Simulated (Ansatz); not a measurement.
**AlClH₇NSi₂: how energies converge with the basis set**

How large a basis does AlClH₇NSi₂ need? Two functionals are run in growing sets.

Method: one geometry, several basis sets; program: Ansatz 0.2.0, Gaussian basis.

Levels to be run: PBE0-D4/def2-SVP; ωB97M-V/def2-SVP; PBE0-D4/def2-QZVPP; ωB97M-V/def2-QZVPP; the functionals' def2-TZVPP values are taken from earlier runs.

**1. The relaxed structure**

The geometry comes from an earlier relaxation with PBE0-D4 in a triple-zeta def2 set; it is a stationary point, not always the lowest conformer.

SMILES `[SiH3][NH][AlH][SiH2]Cl`, 12 atoms, charge 0, spin multiplicity 1.

Atoms are counted from 1 here; the program's logs count them from 0.

Bond lengths: Si1–N2 1.729 Å, Si1–H6 1.486 Å, Si1–H7 1.489 Å, Si1–H8 1.489 Å, N2–Al3 1.781 Å, N2–H9 1.013 Å, Al3–Si4 2.459 Å, Al3–H10 1.585 Å, Si4–Cl5 2.081 Å, Si4–H11 1.489 Å, Si4–H12 1.488 Å. Angles: N2–Si1–H6 107.1°, N2–Si1–H7 111.5°, N2–Si1–H8 112.6°, H6–Si1–H7 109.1°, H6–Si1–H8 109.1°, H7–Si1–H8 107.5°, Si1–N2–Al3 128.7°, Si1–N2–H9 114.8°, Al3–N2–H9 116.6°, N2–Al3–Si4 116.8°, N2–Al3–H10 117.9°, Si4–Al3–H10 125.3°, Al3–Si4–Cl5 107.0°, Al3–Si4–H11 113.8°, Al3–Si4–H12 115.1°, Cl5–Si4–H11 106.3°, Cl5–Si4–H12 107.0°, H11–Si4–H12 107.1°.

**2. PBE0-D4 in def2-SVP**

Contents of in.yaml:

```yaml
crystal:
  periodic: [false, false, false]
  atoms:
    - {symbol: Si, position_ang: [-1.905928, 0.397125, -0.305220]}
    - {symbol: N, position_ang: [-1.045207, -1.098100, -0.192793]}
    - {symbol: Al, position_ang: [0.675724, -1.365506, 0.177674]}
    - {symbol: Si, position_ang: [2.067705, 0.637686, 0.484464]}
    - {symbol: Cl, position_ang: [2.046880, 1.676080, -1.318584]}
    - {symbol: H, position_ang: [-0.970691, 1.471116, 0.118058]}
    - {symbol: H, position_ang: [-3.098538, 0.409696, 0.586801]}
    - {symbol: H, position_ang: [-2.378968, 0.681687, -1.687656]}
    - {symbol: H, position_ang: [-1.602254, -1.923088, -0.378462]}
    - {symbol: H, position_ang: [1.198017, -2.861077, 0.239385]}
    - {symbol: H, position_ang: [3.496309, 0.338615, 0.776542]}
    - {symbol: H, position_ang: [1.594053, 1.580566, 1.533692]}
basis:
  gaussian: {orbitals: def2-SVP}
hamiltonian: {xc: pbe0, dispersion: d4}
output: {orbitals: {seedname: orbitals}}
```

The runs that follow: ωB97M-V in def2-SVP; PBE0-D4 in def2-QZVPP; ωB97M-V in def2-QZVPP.

Q: Predict the results of all the runs planned. Wanted: PBE0-D4: double and triple zeta above quadruple; ωB97M-V: double and triple zeta above quadruple.

The runs gave:

| quantity | value |
| --- | --- |
| PBE0-D4: double and triple zeta above quadruple | 15.35, 1.21 eV |
| ωB97M-V: double and triple zeta above quadruple | 15.35, 1.15 eV |

**Reading.** PBE0-D4 gains 14.14 eV from double to triple zeta, then 1.21 eV more. Total energies overstate the basis error of differences, where much of it tends to cancel.
